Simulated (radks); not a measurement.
# Valence configurations of Lu

An exercise on one series of results from a longer session: the logs are not shown, and one member is left open.

Method: Dirac Kohn-Sham, PBE, spin-unpolarised, spherical densities, point nucleus; open shells fill j = l - 1/2 first. Code: radks (a radial shooting solver on a logarithmic mesh, Libxc functionals) version 1.

## The atom as given

```
element       : lutetium (Z = 71)
charge        : 0
electrons     : 71
configuration : [Xe] 4f14 5d1 6s2
others tried  : 4f14 5d1 6s1 6p1; 4f14 5d1 6s1.5 6p0.5; 4f14 5d0.5 6s1.5 6p1; 4f14 5d3; 4f14 5d2 6s1; 4f14 6s2 6p1; 4f13 5d1 6s2 6p1; 4f13 5d2 6s1.5 6p0.5; 4f14 5d1.5 6s1.5
```

The first run:

Input:

```text
Z 71
configuration [Xe] 4f14 5d1 6s2
relativity Dirac
functional pbe,pbe
spin unpolarised
j_filling energy
nucleus point
c 137.035999084
```

Steps of the session up to this table: [Xe] 4f14 5d1 6s2.

One of the session's tables, all rows but one given; the rest of the session is left out.

It belongs to the step «[Xe] 4f14 5d1 6s2». Sizes of the orbitals, from the radial functions (bohr):

| level | <r> | outermost maximum (interpolated) | 90 % within | nodes |
| --- | --- | --- | --- | --- |
| 5s1/2 | 1.172 | 1.04 | 1.69 | 4 |
| 5p1/2 | 1.317 | 1.13 | 1.94 | 3 |
| 5p3/2 | 1.431 | 1.22 | 2.12 | 3 |
| 4f5/2 | 0.7165 | 0.466 | 1.23 | 0 |
| 4f7/2 | ? | ? | ? | ? |
| 6s1/2 | 3.656 | 3.07 | 5.44 | 5 |
| 5d3/2 | 2.853 | 1.80 | 4.86 | 2 |
| 5d5/2 | 3.038 | 1.89 | 5.21 | 2 |

Q: Estimate the row for 4f7/2 from the others.

As computed: <r>: 0.7329; outermost maximum (interpolated): 0.471; 90 % within: 1.27; nodes: 0. In the column «<r>» it lies between 4f5/2 (0.7165) and 5s1/2 (1.172).
